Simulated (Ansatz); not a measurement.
This was printed by a script on the Python package of Ansatz (0.2.0), for a geometry optimisation of C₂H₈GeS, SMILES CS[CH2][GeH3]. What did the script look like? Use: PBE0, def2-SVP basis, multiplicity 1, D3BJ dispersion.

```tsv
atom	x (Å)	y (Å)	z (Å)
C	-1.3916	1.2248	-0.3799
S	-0.2320	1.3021	0.9679
C	0.0554	-0.4902	0.9678
Ge	1.5323	-0.9283	-0.3319
H	-2.3198	0.6542	-0.1194
H	-1.7757	2.3216	-0.6036
H	-0.9533	0.8529	-1.3055
H	0.5009	-0.7590	1.9797
H	-0.8331	-1.0523	0.8188
H	2.7336	-0.1003	-0.0217
H	0.9420	-0.6419	-1.7413
H	1.8182	-2.4386	-0.1969
```

Output of `python opt.py`:
```text
reference energy    -69532.107934 eV
total energy        -69532.352496 eV
occupied orbitals outside the frozen core (up, down): [34, 34]  frozen: 0  virtual: [84, 84]
pair        before    after (A)
C0-S1        1.7797   1.8034
C0-H4        1.1203   1.1010
C0-H5        1.1834   1.0990
C0-H6        1.0896   1.1000
S1-C2        1.8152   1.8139
C2-Ge3       2.0155   1.9663
C2-H7        1.1378   1.1008
C2-H8        1.0619   1.1020
Ge3-H9       1.4916   1.5375
Ge3-H10      1.5546   1.5398
Ge3-H11      1.5430   1.5442
dipole moment 1.331 D
Mulliken: [('C', -0.176), ('S', -0.102), ('C', -0.327), ('Ge', 0.325), ('H', 0.082), ('H', 0.089), ('H', 0.084), ('H', 0.107), ('H', 0.096), ('H', -0.05), ('H', -0.063), ('H', -0.066)]
```

One script that gives this output:

Script `opt.py`:
```python
'''Relax the C2H8GeS molecule.'''

import itertools

import ansatz as az
from ase.data import atomic_numbers, covalent_radii
import numpy as np


def main() -> None:
    molecule = (
        az.Crystal.molecule()
        .atom('C', (-1.3916, 1.2248, -0.3799))
        .atom('S', (-0.232, 1.3021, 0.9679))
        .atom('C', (0.0554, -0.4902, 0.9678))
        .atom('Ge', (1.5323, -0.9283, -0.3319))
        .atom('H', (-2.3198, 0.6542, -0.1194))
        .atom('H', (-1.7757, 2.3216, -0.6036))
        .atom('H', (-0.9533, 0.8529, -1.3055))
        .atom('H', (0.5009, -0.759, 1.9797))
        .atom('H', (-0.8331, -1.0523, 0.8188))
        .atom('H', (2.7336, -0.1003, -0.0217))
        .atom('H', (0.942, -0.6419, -1.7413))
        .atom('H', (1.8182, -2.4386, -0.1969))
    )

    calculation = (
        molecule.calculation()
        .basis(gaussian='def2-SVP')
        .functional('pbe0', dispersion='d3bj')
    )
    symbols = [site.symbol for site in molecule.cartesian_sites]
    start = np.array([site.position_ang for site in molecule.cartesian_sites], dtype=float)
    rep = calculation.relax(force_tolerance=0.005).run(threads=1).report
    end = np.array(rep['positions_ang'])

    print('reference energy %16.6f eV' % rep['reference_energy_ev'])
    print('total energy     %16.6f eV' % rep['free_energy_ev'])
    print('occupied orbitals outside the frozen core (up, down):', rep['n_occupied'], ' frozen:', rep['n_frozen'], ' virtual:', rep['n_virtual'])

    # pairs closer than 1.2 times the sum of covalent radii, before or after
    radius = [covalent_radii[atomic_numbers[s]] for s in symbols]
    span = lambda where, i, j: np.linalg.norm(where[i] - where[j])
    bonded = [(i, j) for i, j in itertools.combinations(range(len(symbols)), 2) if min(span(start, i, j), span(end, i, j)) < 1.2 * (radius[i] + radius[j])]
    print('pair        before    after (A)')
    for i, j in bonded:
        print(f'{symbols[i]}{i}-{symbols[j]}{j}'.ljust(10), f'{span(start, i, j):8.4f} {span(end, i, j):8.4f}')

    charges = rep['charge_distribution']
    print('dipole moment', round(4.803205 * float(np.linalg.norm(charges['dipole_moment_e_ang'])), 3), 'D')
    print('Mulliken:', [(s, round(q, 3)) for s, q in zip(symbols, charges['mulliken_charges_e'])])
    with open('c2h8ges_opt.xyz', 'w') as handle:
        handle.write(f'{len(symbols)}\nrelaxed C2H8GeS\n')
        handle.writelines(f'{s:2s} {x:11.6f} {y:11.6f} {z:11.6f}\n' for s, (x, y, z) in zip(symbols, end))


if __name__ == '__main__':
    main()
```

Notes:
- Total energies depend on the basis set; only differences at equal settings carry meaning.
- The end point is the stationary point reached from this start; no frequency run checks that it is a minimum, and the basis set is modest.
- Total less reference energy is the dispersion correction.
- It ran for 72 s on 1 thread of Arm Neoverse V1 (shared host), peak memory 0.37 GiB.
